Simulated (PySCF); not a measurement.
# B8H10N8: the cost of one run

Programs: PySCF 2.14.0, with routines of our own; each step states its level. All values are computed. Atoms count from 0.

## 1. The starting structure

26 atoms, charge 0, multiplicity 1; geometry from: GFN2-xTB.

## 2. Electronic excitations: TDDFT CAM-B3LYP/pcSseg-0

Job settings and geometry (Å):

```
{"job": {"kind": "uv", "basis": "pcSseg-0", "grid": 1, "kgrid": 1, "vcut": 0.6, "nstates": 5, "ntriplets": 2, "tda": false, "delta": [], "pop": false, "xc": "CAM-B3LYP"}, "charge": 0, "multiplicity": 1}
N      0.614062     1.806570    -0.001748
B     -0.635940     2.511547    -0.001761
N     -1.838523     1.778289    -0.001856
B     -1.868723     0.349001    -0.001434
N     -0.622797    -0.359105    -0.001103
B      0.622290     0.359876    -0.001099
N      1.871332    -0.370131     0.000523
B     -0.632527    -1.792211     0.000758
N      0.620694    -2.480259     0.001463
B      1.856947    -1.805176     0.001384
N      3.060070     1.768108     0.000474
B      1.856535     2.512956    -0.001028
B      3.103967     0.353384     0.002143
N     -3.090647    -0.390413    -0.001251
B     -3.126760    -1.804586     0.000722
N     -1.884032    -2.480581     0.001990
H     -0.661595     3.685261    -0.001195
H     -2.714055     2.279209    -0.001740
H      0.617221    -3.488982     0.002238
H      2.860582    -2.414212     0.002078
H      3.933477     2.272698     0.001462
H      1.888223     3.687065    -0.001138
H      4.137027    -0.205437     0.005445
H     -3.959707     0.121450    -0.002460
H     -4.143829    -2.391560     0.001107
H     -1.875821    -3.489193     0.003990
```

Level: TDDFT CAM-B3LYP/pcSseg-0, vertical, gas phase, core orbitals frozen in the response, virtual orbitals cut by energy.

The run is started by

```bash
> OMP_NUM_THREADS=1 python large_run.py task.json out
```

This one command runs all jobs of the session in turn.

Q: Estimate the wall time and peak memory of this first job on 1 thread of Arm Neoverse N1, shared host.

About 47 s, with a peak of 0.54 GiB.
